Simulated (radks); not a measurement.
# Xe³⁺ in [Kr] 4d10 5s1.75 5p3 5d0.25: an all-electron calculation

What are the levels of the xenon ion Xe3+, how large are its shells, and how does its energy divide?

Program: radks (a radial shooting solver on a logarithmic mesh, Libxc functionals) version 1. Level of theory: Dirac Kohn-Sham, XLYP, spin-unpolarised, spherical densities, point nucleus; open shells fill j = l - 1/2 first. These are calculated values, not measurements, unless marked.

**1. The system**

- element: xenon (Z = 54)
- charge: +3
- electrons: 51
- configuration: [Kr] 4d10 5s1.75 5p3 5d0.25

**2. The run**

Settings of this run:

```text
Z 54
configuration [Kr] 4d10 5s1.75 5p3 5d0.25 6s0 4f0
relativity Dirac
functional xlyp
spin unpolarised
j_filling energy
nucleus point
c 137.035999084
```

Command:

```console
> python run_ks.py task.json out
```

This one command runs every case of the session in turn.

What does the calculation give?

**Answer**, as computed:

```
                        quantity                   value
                    total energy     -7448.93591 hartree
exchange-correlation share of it                  2.52 %
                            −T/E                  1.0625
          highest occupied level       5d3/2, -20.650 eV
    most extended occupied level  5d3/2, <r> = 2.77 bohr
 radius at density 0.001 e/bohr³               3.74 bohr
    maxima of the radial density                       4
```

5 principal shells are occupied and 4 maxima appear in the radial density; where shells overlap, one shows as a shoulder or not at all. Relativity lifts −T/E to 1.063. This is not the tabulated ground configuration, so its levels and sizes aren't those of the ground state, and no measured value stands beside it.
